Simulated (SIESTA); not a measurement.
Here is a SIESTA 5.4.2 calculation.

Mg6SiB.fdf

```
SystemName                      Mg6SiB
SystemLabel                     Mg6SiB
NumberOfSpecies                 3
NumberOfAtoms                   8
%block ChemicalSpeciesLabel
  1  14 Si
  2  12 Mg
  3   5 B
%endblock ChemicalSpeciesLabel

LatticeConstant                 1.0 Ang
%block LatticeVectors
     3.9757080000     0.0000000000     0.0000000000
     0.0000000000     3.8916700000     4.9380070000
     0.0000000000    -3.8916700000     4.9380070000
%endblock LatticeVectors
AtomicCoordinatesFormat         Fractional
%block AtomicCoordinatesAndAtomicSpecies
     0.0000000000     0.9464960000     0.9464960000  1  Si
     0.5000000000     0.1403630000     0.1403630000  2  Mg
     0.5000000000     0.1022270000     0.6636450000  2  Mg
     0.5000000000     0.6636450000     0.1022270000  2  Mg
     0.0000000000     0.3713650000     0.3713650000  2  Mg
     0.0000000000     0.4442030000     0.8136060000  2  Mg
     0.0000000000     0.8136060000     0.4442030000  2  Mg
     0.5000000000     0.5180930000     0.5180930000  3  B
%endblock AtomicCoordinatesAndAtomicSpecies

%block kgrid.MonkhorstPack
    7   0   0  0.0
    0   5   0  0.0
    0   0   5  0.0
%endblock kgrid.MonkhorstPack
XC.Functional                   GGA
XC.Authors                      PBEsol
PAO.BasisSize                   DZP
PAO.EnergyShift                 0.003 Ry
Mesh.Cutoff                     800 Ry
OccupationFunction              FD
ElectronicTemperature           0.05 eV
MaxSCFIterations                120
SCF.MustConverge                false
SCF.Mixer.Method                Pulay
SCF.Mixer.Weight                0.25
SCF.Mixer.History               8
SCF.DM.Tolerance                5.0e-05
SCF.H.Tolerance                 1.0e-03 eV
WriteForces                     true
Charge.Mulliken                 end
%block PAO.Basis
  Mg 4
  n=2 0 2
    2.604 0.000
  n=3 0 2
    8.229 0.000
  n=2 1 2
    2.943 0.000
  n=3 1 1
    8.229
%endblock PAO.Basis
```

Potentials or basis: PseudoDojo 0.4 standard (PBEsol files), DZP (energy shift 0.003 Ry; two zetas on semicore shells).

Launch:

```bash
$ siesta < Mg6SiB.fdf > Mg6SiB.out 2>&1
```

Question: What does it give for the band gap on the k mesh?

Answer: None (metal or under the smearing width).

Question: What does it give for the largest force?

Answer: 0.288 eV/Å.

Stress tensor (GPa, compression positive):
```
1.02 0.00 0.00
0.00 1.55 0.00
0.00 0.00 0.19
```

Caveat: the basis of atomic orbitals isn't converged, which shifts pressures, moduli and gaps.
